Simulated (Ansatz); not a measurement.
**Ge: an axial (c/a) deformation path**

The task here is to estimate one member of a computed series from the others.

Program: Ansatz 0.2.0. Level of theory: DFT PBEsol, scalar-relativistic, plane waves, PAW. These are calculated values, not measurements.

1 further run of the same task is left out (set aside as unsound or not needed).

### The structure to begin with

It takes space group Fmmm (No. 69, orthorhombic). The conventional cell has a = 5.224 Å, b = 5.702 Å, c = 9.873 Å, α = 90.00°, β = 90.00°, γ = 90.00°. Ge (site symmetry mm2) is surrounded by 8 Ge at 2.66 to 3.02 Å. Around Ge (site symmetry m2m) lie 5 Ge at 2.59 to 2.70 Å.

Structure file:

```
CELL_PARAMETERS angstrom
0.00000 2.85111 4.93669
2.61207 0.00000 4.93669
2.61207 2.85111 0.00000
ATOMIC_POSITIONS crystal
Ge 0.77632 0.77632 0.22368
Ge 0.22368 0.22368 0.77632
Ge 0.27274 0.72726 0.27274
Ge 0.72726 0.27274 0.72726
```

It goes back to an entry of the Materials Project, which need not be the stable form.

This cell was relaxed beforehand with the same method: volume 18.38 Å³/atom, gap on the mesh none (metal).

Set-up of the first run:

input.yaml reads:

```yaml
crystal:
  lattice:
    - [0.0, 2.851113337, 4.9366879316]
    - [2.6120665644, 0.0, 4.9366879316]
    - [2.6120665644, 2.851113337, 0.0]
  atoms:
    - { symbol: Ge, position: [0.776317317, 0.776317317, 0.223682683] }
    - { symbol: Ge, position: [0.223682683, 0.223682683, 0.776317317] }
    - { symbol: Ge, position: [0.2727382667, 0.7272617333, 0.2727382667] }
    - { symbol: Ge, position: [0.7272617333, 0.2727382667, 0.7272617333] }
basis:
  ecutwfc: 420
kpoints:
  mp_grid: { grid: [14, 14, 14] }
hamiltonian:
  xc: pbesol
scf:
  occupations: { method: gaussian, width: 0.15 }
output:
  forces: true
  stress: true
  eigenvalues: true
  write_density: true
  write_potential: true
  elf: true
  volumetric_format: npy
```

Launch:

```bash
ansatz run input.yaml --threads 1 --pin off --max-ram 2560MiB --backend cpu --events-out ev --progress --plain --runs-dir out
```

Among the steps run: The reference: the undisturbed cell on the scan's mesh; Point ρ = 0.850; At ρ = 1.200; At ρ = 0.920; Point ρ = 1.100; Point ρ = 0.960.

One table of the session follows, with a row left open; its other results are not shown here.

```
    ρ  ΔE (meV/atom)  pressure (GPa)
0.850           74.6             2.1
0.920           25.0             0.6
0.960              ?               ?
1.000            0.0             0.0
1.100           27.4             1.1
1.200          106.6             3.4
```

**Question.** Estimate the row for ρ = 0.960.

Worked estimate for «ΔE (meV/atom)». A straight line through the neighbours (0.920, 25.0) and (1.000, 0.0) gives 25.0 + (0.0 − 25.0) × (0.960 − 0.920) / (1.000 − 0.920) = 12.5; a parabola fitted to 4 rows on both sides gives 7.6.

The run gave: ΔE (meV/atom): 6.9; pressure (GPa): 0.1. In «ΔE (meV/atom)» the line misses by +5.6 and the parabola by +0.7.
